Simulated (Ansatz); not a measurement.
## SrAl2H2, space group P-3m1: a relaxation followed by a look at the electronic structure

Run with the Ansatz DFT code, driven from Python.

The script, `pipeline_sral2h2.py`:
```python
'''From the given cell of SrAl2H2 to a relaxed cell, its gap and its density of states.'''

from dataclasses import dataclass
import warnings

import ansatz as az
import numpy as np


@dataclass(frozen=True)
class Options:
    xc: str = 'PBEsol'
    smearing: str = 'Gaussian'


settings = Options()


def count_gap(report):
    # lowest empty less highest filled band, counting bands; zero where they overlap
    return max(report.get('gap_by_band_count_ev') or 0.0, 0.0)


def configured(crystal, spacing):
    return (
        crystal.calculation()
        .functional(settings.xc)
        .pseudopotentials('paw')
        .occupations(settings.smearing)
        .kpoints(spacing=spacing)
    )


def main() -> None:
    warnings.simplefilter('ignore', az.DeckWarning)

    vectors = np.array([
        [4.5253, 0.0, 0.0],
        [-2.26265, 3.91902476, 0.0],
        [0.0, 0.0, 4.7214],
    ])
    structure = (
        az.Lattice.of(vectors)
        .atom('Sr', [0.0, 0.0, 0.0])
        .atom('Al', [1 / 3, 2 / 3, 0.4589])
        .atom('Al', [2 / 3, 1 / 3, 0.5411])
        .atom('H', [1 / 3, 2 / 3, 0.0976])
        .atom('H', [2 / 3, 1 / 3, 0.9024])
    )

    relaxed = configured(structure, 0.3).relax(cell=True, force_tolerance=0.01, max_steps=40).checkpoint(write='relax.run', compress=False).run()
    cell = np.asarray(relaxed.lattice.cell_ang)
    print('relaxed edges (A):', np.linalg.norm(cell, axis=1).round(4), ' volume:', round(abs(np.linalg.det(cell)), 3), 'A^3')
    for site in relaxed.lattice.sites:
        print(' ', site.symbol, np.round(site.position_frac, 4) + 0.0)

    final = az.Crystal.from_checkpoint('relax.run')
    result = configured(final, 0.22).functional('lda').stress().band_table().density_of_states(energy_step=0.05).run()
    r = result.report
    dos = result.density_of_states()
    print(f'pressure at the relaxed cell {np.trace(r["stress_gpa"]) / 3:.3f} GPa, gap by band count {count_gap(r):.3f} eV')
    if count_gap(r) == 0:
        print('states/eV at the Fermi level:', round(float(np.interp(dos.fermi_ev, dos.energies_ev, dos.spin_summed_g_bin_mean_per_ev)), 3))


if __name__ == '__main__':
    main()
```

```console
$ python pipeline_sral2h2.py
relaxed edges (A): [4.5016 4.5016 4.5474]  volume: 79.805 A^3
  Sr [0. 0. 0.]
  Al [0.3333 0.6667 0.4635]
  Al [0.6667 0.3333 0.5365]
  H [0.3333 0.6667 0.0831]
  H [0.6667 0.3333 0.9169]
pressure at the relaxed cell -1.694 GPa, gap by band count 0.000 eV
states/eV at the Fermi level: 0.113
```

Reading the output:
- An absolute Fermi energy rests on an arbitrary zero of the periodic potential and has no direct meaning.
- A gap by band count of zero or less means overlapping bands, a metal.
- The structure is a deposited one; some such entries were measured under pressure or heat, so a shift against it needn't be the functional's error alone.
- Gaps and levels are Kohn-Sham values on a finite set of k-points, without spin-orbit coupling.
- Where the second run takes another functional or mesh than the relaxation, its pressure isn't zero; pressure is positive in compression.
- The computed bands are complete only to about 1.9 eV above the Fermi level; beyond that the density of states is undercounted.
- The whole script took 8.8 s on 1 thread of Intel(R) Xeon(R) 6975P-C (Granite Rapids) (shared host), peak memory 0.47 GiB.
